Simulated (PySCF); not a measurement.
**PdH: bond curves at several levels of theory**

Aim: find the lowest electronic state of PdH, scan its bond at several levels of theory, and get bond length, wavenumber and dissociation energy from each curve.

Method: H def2-TZVPP, Pd def2-TZVPP with ECP28, scalar-relativistic core potentials; program: PySCF 2.14.0.

## (1) Input

Settings of the job:

```json
{
 "atoms": "H, Pd",
 "charge": "0",
 "basis": "H def2-TZVPP, Pd def2-TZVPP with ECP28",
 "Hamiltonian": "scalar-relativistic core potentials",
 "basis functions": "70",
 "electrons treated": "19",
 "masses in u": "1.0078, 105.9035",
 "levels": "PBE0, PBE, r²SCAN, r²SCAN0, M06, TPSS, BLYP, ωB97X-V, HF, MP2, SCS-MP2, CCSD, CCSD(T)",
 "grid": "80 radial by 434 angular points",
 "occupations": "held fixed by the projection of orbital angular momentum",
 "dissociation limit": "H + Pd, each in its ground configuration",
 "starting distance in angstrom": "1.505",
 "values of 2S to try": "1, 3"
}
```

The run is started by

```bash
$ OMP_NUM_THREADS=1 python dia.py task.json out
```

After this run come: PBE0 along the bond; Higher solutions at PBE0; PBE (GGA); r²SCAN; r²SCAN0; M06; TPSS (meta-GGA); BLYP (GGA); ωB97X-V (range-separated hybrid); UHF; Correlated methods on the Hartree–Fock reference.

Q: Predict the outcome of this session. Wanted: for each run, Re; ωe; De; μ.

**Answer**, as computed:

Lowest PBE0 solution found, without spin–orbit coupling: ²Σ⁺ (doublet), unpaired electrons σ ↑. State 2 has its PBE0 minimum 0.82 eV higher. State 3 has its PBE0 minimum 1.10 eV higher. The other levels ran on the lowest alone.

```csv
level,Re (Å),ωe (cm⁻¹),De (eV),μ (D)
UHF,1.633,1660,1.73,3.84
UHF-MP2,1.448,2338,2.08,n/a
UHF-SCS-MP2,1.472,2196,2.14,n/a
UHF-CCSD,1.524,2055,2.49,n/a
UHF-CCSD(T),1.518,2077,2.55,n/a
PBE,1.530,2042,2.76,1.71
BLYP,1.541,2000,2.77,1.69
TPSS,1.540,2031,2.90,1.95
r²SCAN,1.521,2088,2.93,1.93
PBE0,1.530,2030,2.53,2.10
r²SCAN0,1.524,2056,2.69,2.24
M06,1.548,1947,2.13,1.87
ωB97X-V,1.541,2006,2.41,2.46
```

De is counted to H + Pd in their ground configurations. A positive dipole means H(−)Pd(+).

Differences from CCSD(T) in the same basis:

```csv
level,Re (mÅ),ωe (%)
UHF,+115,-20.1
UHF-MP2,-70,+12.5
UHF-SCS-MP2,-46,+5.7
UHF-CCSD,+6,-1.1
PBE,+12,-1.7
BLYP,+23,-3.7
TPSS,+22,-2.2
r²SCAN,+3,+0.5
PBE0,+12,-2.3
r²SCAN0,+6,-1.0
M06,+31,-6.2
ωB97X-V,+24,-3.5
```

In words: Against CCSD(T) in the same basis, the bond length is nearest at r²SCAN (+3 mÅ) and farthest at UHF (+115 mÅ); the wavenumber is nearest at r²SCAN (+0.5 %) and farthest at UHF (-20.1 %). Among the levels with a De in the table, it runs from 1.73 eV (UHF) to 2.93 eV (r²SCAN).

With d or f electrons several states lie close, and the lowest PBE0 determinant need not be the measured ground state. Spin–orbit coupling is left out.
